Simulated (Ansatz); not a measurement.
# C5H2F6O3Zn: the cost of one run

Program: Ansatz 0.2.0, Gaussian basis. Level of theory: the settings change from run to run. These are calculated values, not measurements.

## 1. The molecule

An earlier PBE0-D4 in a triple-zeta def2 set relaxation fixed the geometry.

SMILES `[OH][Zn-]1[O]C(C(F)(F)F)=CC(C(F)(F)F)=[O+]1`, 17 atoms, charge 0, spin multiplicity 1.

Atoms are counted from 1 here; the program's logs count them from 0.

Bond lengths: O1–Zn2 1.785 Å, O1–H16 0.959 Å, Zn2–O3 1.936 Å, Zn2–O15 1.972 Å, O3–C4 1.258 Å, C4–C5 1.538 Å, C4–C9 1.387 Å, C5–F6 1.330 Å, C5–F7 1.332 Å, C5–F8 1.330 Å, C9–C10 1.395 Å, C9–H17 1.079 Å, C10–C11 1.543 Å, C10–O15 1.251 Å, C11–F12 1.336 Å, C11–F13 1.320 Å, C11–F14 1.336 Å. Angles: Zn2–O1–H16 113.8°, O1–Zn2–O3 133.4°, O1–Zn2–O15 133.5°, O3–Zn2–O15 93.1°, Zn2–O3–C4 124.7°, O3–C4–C5 113.0°, O3–C4–C9 128.1°, C5–C4–C9 118.9°, C4–C5–F6 109.8°, C4–C5–F7 112.4°, C4–C5–F8 109.8°, F6–C5–F7 108.1°, F6–C5–F8 108.4°, F7–C5–F8 108.1°, C4–C9–C10 122.2°, C4–C9–H17 119.1°, C10–C9–H17 118.7°, C9–C10–C11 116.2° and more.

## 2. wPBEh/STO-3G

This run has relativity set to none.

Contents of in.yaml:

```yaml
crystal:
  periodic: [false, false, false]
  atoms:
    - {symbol: O, position_ang: [-2.213081, -1.575763, 3.161475]}
    - {symbol: Zn, position_ang: [-1.276795, -0.890106, 1.804639]}
    - {symbol: O, position_ang: [-1.589892, 0.572800, 0.576533]}
    - {symbol: C, position_ang: [-0.799041, 0.921026, -0.337449]}
    - {symbol: C, position_ang: [-1.315346, 2.116738, -1.155089]}
    - {symbol: F, position_ang: [-2.476831, 1.805883, -1.724447]}
    - {symbol: F, position_ang: [-0.466739, 2.478954, -2.116182]}
    - {symbol: F, position_ang: [-1.505319, 3.162504, -0.355276]}
    - {symbol: C, position_ang: [0.428169, 0.365093, -0.666252]}
    - {symbol: C, position_ang: [0.961344, -0.721479, 0.026862]}
    - {symbol: C, position_ang: [2.333335, -1.233184, -0.458493]}
    - {symbol: F, position_ang: [2.246578, -1.638958, -1.728291]}
    - {symbol: F, position_ang: [2.765275, -2.241314, 0.276065]}
    - {symbol: F, position_ang: [3.236231, -0.250364, -0.404553]}
    - {symbol: O, position_ang: [0.465183, -1.338268, 0.995125]}
    - {symbol: H, position_ang: [-1.784453, -2.318366, 3.590705]}
    - {symbol: H, position_ang: [0.991401, 0.784804, -1.485382]}
basis:
  gaussian: {orbitals: STO-3G}
hamiltonian: {xc: {name: wPBEh}, pseudopotentials: {relativity: none}}
output: {forces: true}
```

Run with:

```bash
$ ansatz run in.yaml --threads 11 --pin off --events-out ev --progress --plain --max-ram 110592MiB --backend cpu
```

**Question.** How long does this run take on 11 threads of AMD EPYC 7R13, shared host, and how much memory does it need?

About 4.1 s, with a peak of 0.41 GiB.
